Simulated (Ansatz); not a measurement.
# C2H3BFNO: up Jacob's ladder to CCSD(T)

The task here is to estimate one member of a computed series from the others.

Method: functionals in def2-TZVPP, the program's frozen cores in correlated methods; program: Ansatz 0.2.0, Gaussian basis.

Plan: PBE-D4, r2SCAN-D4, PBE0-D4, B3LYP-D4, ωB97X-V, ωB97M-V, B2PLYP; CCSD(T)/def2-TZVPP; MP2/def2-QZVPP; extrapolation to the limit.

### The relaxed structure

All runs share one geometry, relaxed beforehand with PBE0-D4 in a triple-zeta def2 set.

SMILES `NC1=C(O)B1F`, 9 atoms, charge 0, spin multiplicity 1.

Atoms are counted from 1 here; the program's logs count them from 0.

Bond lengths: N1–C2 1.353 Å, N1–H7 1.004 Å, N1–H8 1.005 Å, C2–C3 1.371 Å, C2–B5 1.479 Å, C3–O4 1.338 Å, C3–B5 1.450 Å, O4–H9 0.963 Å, B5–F6 1.324 Å. Angles: C2–N1–H7 117.8°, C2–N1–H8 119.9°, H7–N1–H8 115.0°, N1–C2–C3 141.5°, N1–C2–B5 157.3°, C3–C2–B5 61.1°, C2–C3–O4 140.9°, C2–C3–B5 63.1°, O4–C3–B5 155.9°, C3–O4–H9 110.1°, C2–B5–C3 55.8°, C2–B5–F6 150.2°, C3–B5–F6 154.0°.

Set-up of the first run:

Contents of in.yaml:

```yaml
crystal:
  periodic: [false, false, false]
  atoms:
    - {symbol: N, position_ang: [0.658629, -1.300339, -0.599942]}
    - {symbol: C, position_ang: [0.277552, -0.031902, -0.325022]}
    - {symbol: C, position_ang: [-0.443636, 0.699074, 0.583695]}
    - {symbol: O, position_ang: [-1.207253, 0.542085, 1.671517]}
    - {symbol: B, position_ang: [0.234036, 1.439660, -0.463310]}
    - {symbol: F, position_ang: [0.584245, 2.544704, -1.102862]}
    - {symbol: H, position_ang: [1.077289, -1.479237, -1.494881]}
    - {symbol: H, position_ang: [0.149379, -2.073089, -0.207346]}
    - {symbol: H, position_ang: [-1.241739, -0.387258, 1.920852]}
basis:
  gaussian: {orbitals: def2-TZVPP}
hamiltonian: {xc: pbe, dispersion: d4}
output: {forces: true, orbitals: {seedname: orbitals}}
```

Started as:

```sh
$ ansatz run in.yaml --threads 4 --pin off --events-out ev --progress --plain --max-ram 10444MiB
```

Among the steps run: PBE-D4 (GGA); r2SCAN-D4 (meta-GGA); PBE0-D4 (hybrid); B3LYP-D4 (hybrid); ωB97X-V (range-separated); ωB97M-V (range-separated); B2PLYP (double hybrid); CCSD(T) in def2-TZVPP; MP2 in def2-QZVPP.

One of the session's tables, all rows but one given; the rest of the session is left out.

It belongs to the step «Atomisation energies». 

| method | atomisation energy (eV) |
| --- | --- |
| PBE-D4 | 42.400 |
| r2SCAN-D4 | 40.737 |
| PBE0-D4 | 40.997 |
| B3LYP-D4 | 40.481 |
| ωB97X-V | 40.490 |
| ωB97M-V | 40.635 |
| B2PLYP | 40.084 |
| HF/def2-TZVPP | 27.655 |
| MP2/def2-TZVPP | 40.545 |
| CCSD/def2-TZVPP | 38.036 |
| CCSD(T)/def2-TZVPP | 38.903 |
| MP2/CBS | 41.791 |
| CCSD(T)/CBS | ? |

Q: Estimate the row for CCSD(T)/CBS from the others.

As computed: atomisation energy (eV): 40.149. In the column «atomisation energy (eV)» it lies between B2PLYP (40.084) and B3LYP-D4 (40.481).
